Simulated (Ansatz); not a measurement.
# AlF2H2N: the cost of one run

Program: Ansatz 0.2.0, Gaussian basis. Level of theory: PBE0-D4/def2-TZVP structures, single points in def2-TZVPP, no counterpoise correction. These are calculated values, not measurements.

Levels: SPW92, PBE-D4, BLYP-D4, r2SCAN-D4, B97M-V, PBE0-D4, B3LYP-D4, r2SCAN0-D4, BHLYP-D4, CAM-B3LYP-D4, wB97X-V, wB97M-V, B2PLYP, PBE-QIDH, RPA on PBE, Hartree-Fock, MP2, CCSD, CCSD(T).

Cores are frozen in the correlated methods. B3LYP uses VWN-RPA correlation. B2PLYP carries no dispersion term here.

94 further runs of the same task are left out: 94 set aside as unsound or not needed.

## 1. Where the work starts

The complex: 9 atoms, charge 0, spin multiplicity 1.

Atoms are counted from 1 here; the program's logs count them from 0.

Bond lengths: Al1–S2 2.516 Å, Al1–F3 1.658 Å, Al1–F4 1.658 Å, Al1–N6 1.771 Å, S2–H5 1.344 Å, S2–H7 1.344 Å, N6–H8 1.007 Å, N6–H9 1.007 Å. Angles: S2–Al1–F3 93.6°, S2–Al1–F4 93.6°, S2–Al1–N6 106.1°, F3–Al1–F4 119.4°, F3–Al1–N6 117.6°, F4–Al1–N6 117.6°, Al1–S2–H5 95.4°, Al1–S2–H7 95.4°, H5–S2–H7 92.6°, Al1–N6–H8 123.4°, Al1–N6–H9 123.4°, H8–N6–H9 110.0°.

Coordinates:

```xyz
9
charge 0, multiplicity 1
Al   -0.85337    0.25032   -0.25445
S     1.40520    0.89882   -1.15466
F    -1.36062   -0.39036   -1.69756
F    -1.26402    1.80973    0.13261
H     1.95749    1.13513    0.04766
N    -0.54761   -0.87295    1.07998
H     1.88818   -0.35468   -1.19808
H    -0.64009   -1.87166    0.99518
H    -0.58506   -0.60425    2.04931
```

Its parts: AlF2H2N holds atoms 1, 3, 4, 6, 8, 9; H2S holds atoms 2, 5, 7. Each part counts its atoms afresh in its own runs.

## 2. Relaxing AlF2H2N alone

Input file relax-a/in.yaml:

```yaml
crystal:
  periodic: [false, false, false]
  atoms:
    - {symbol: Al, position_ang: [-0.853369, 0.250323, -0.254455]}
    - {symbol: F, position_ang: [-1.360622, -0.390358, -1.697556]}
    - {symbol: F, position_ang: [-1.264023, 1.809727, 0.132614]}
    - {symbol: N, position_ang: [-0.547613, -0.872950, 1.079984]}
    - {symbol: H, position_ang: [-0.640089, -1.871661, 0.995179]}
    - {symbol: H, position_ang: [-0.585060, -0.604249, 2.049306]}
basis:
  gaussian: {orbitals: def2-TZVP}
hamiltonian: {xc: pbe0, dispersion: d4}
relax: {f_tol: 0.005, max_steps: 200}
```

Run with:

```bash
> ansatz run in.yaml --threads 4 --pin off --events-out ev --progress --plain --max-ram 9574MiB
```

**Question.** How long does this run take on 4 threads of Intel Xeon 6975P-C, shared host?

About 7 s.
